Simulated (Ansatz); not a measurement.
# GeAsH+ (quartet): from Hartree-Fock to the top rungs, cc-pVTZ

How much of the correlation energy of GeAsH+ (quartet) does each wave-function method recover here?

Program: Ansatz 0.2.0, Gaussian basis. Level of theory: cc-pVTZ, core rule «outside noble gas», up to 28 orbitals frozen. These are calculated values, not measurements.

To be run: UHF; CCSD(T) on ROHF; CCSD(T) on UHF; BCCD(T) on ROHF; CCSDT(Q) on ROHF; CCSDT(Q) on UHF; CASSCF and MRCISD+Q, 9 electrons in 9 orbitals; CASSCF and NEVPT2, 9 electrons in 9 orbitals.

6 further runs of the same task are left out: 6 set aside as unsound or not needed. Runs told in other sessions of the task aren't counted.

## (1) The system

The geometry is a PBE0/def2-TZVP stationary point (not a proven minimum) of the parent state, kept for this charge and spin. No spin-orbit coupling is included. The filled d shell of Ge, As may be among the frozen orbitals whatever the setting's name suggests.

3 atoms, charge 1, spin multiplicity 4.

Atoms are counted from 1 here; the program's logs count them from 0.

Bond lengths: Ge1–As2 2.430 Å, Ge1–H3 1.598 Å. Angles: As2–Ge1–H3 91.8°.

Coordinates:

```
Ge    0.00000   -0.03684    1.22460
As    0.00000    0.01474   -1.20491
H     0.00000    1.55901    1.30814
```

## (2) UHF

File in.yaml:

```yaml
crystal:
  periodic: [false, false, false]
  atoms:
    - {symbol: Ge, position_ang: [0.000000, -0.036838, 1.224603]}
    - {symbol: As, position_ang: [0.000000, 0.014742, -1.204908]}
    - {symbol: H, position_ang: [0.000000, 1.559010, 1.308135]}
basis:
  gaussian: {orbitals: cc-pVTZ}
total_charge: 1
magnetization: {spin_polarized: true, initial_magnetization: 3}
hamiltonian: {xc: hf}
output: {orbitals: {seedname: orbitals}}
```

The run is started by

```
> ansatz run in.yaml --threads 1 --pin off --events-out ev --progress --plain --max-ram 3968MiB --backend cpu
```

The runs that follow: CCSD(T) on ROHF; CCSD(T) on UHF; BCCD(T) on ROHF; CCSDT(Q) on ROHF; CCSDT(Q) on UHF; CASSCF and MRCISD+Q, 9 electrons in 9 orbitals; CASSCF and NEVPT2, 9 electrons in 9 orbitals.

Q: Predict the results of all the runs planned. Wanted: UCCSDT(Q) from the RHF energy; RMP2 from UCCSDT(Q); UMP2 from UCCSDT(Q); RCCSD from UCCSDT(Q); RCCSD(T) from UCCSDT(Q); UCCSD(T) from UCCSDT(Q); RCCSDT(Q) from UCCSDT(Q); NEVPT2 valence from UCCSDT(Q); MRCISD+Q valence from UCCSDT(Q).

As calculated:

| quantity | value |
| --- | --- |
| UCCSDT(Q) from the ROHF energy | -5.5192 eV |
| RMP2 from UCCSDT(Q) | +1127.4 meV |
| UMP2 from UCCSDT(Q) | +1152.9 meV |
| RCCSD from UCCSDT(Q) | +293.0 meV |
| RCCSD(T) from UCCSDT(Q) | +71.6 meV |
| UCCSD(T) from UCCSDT(Q) | +55.8 meV |
| RCCSDT(Q) from UCCSDT(Q) | +17.4 meV |
| NEVPT2 valence from UCCSDT(Q) | +898.4 meV |
| MRCISD+Q valence from UCCSDT(Q) | +51.6 meV |
| levels within 1 kcal/mol (43 meV) | RCCSDT, UCCSDT, RCCSDT(Q) |
| T1 diagnostic | 0.037 |
| effectively unpaired electrons | 3.04 |

What this shows: RCCSD(T) misses by +71.6 meV, 1.3 % of the correlation energy. One determinant dominates. Of the multireference levels listed MRCISD+Q valence comes nearest in total energy (+51.6 meV), which doesn't show that its space is the better one. These misses are within one basis, not against nature; the frozen cores of restricted and unrestricted runs differ, which can shift their rows.
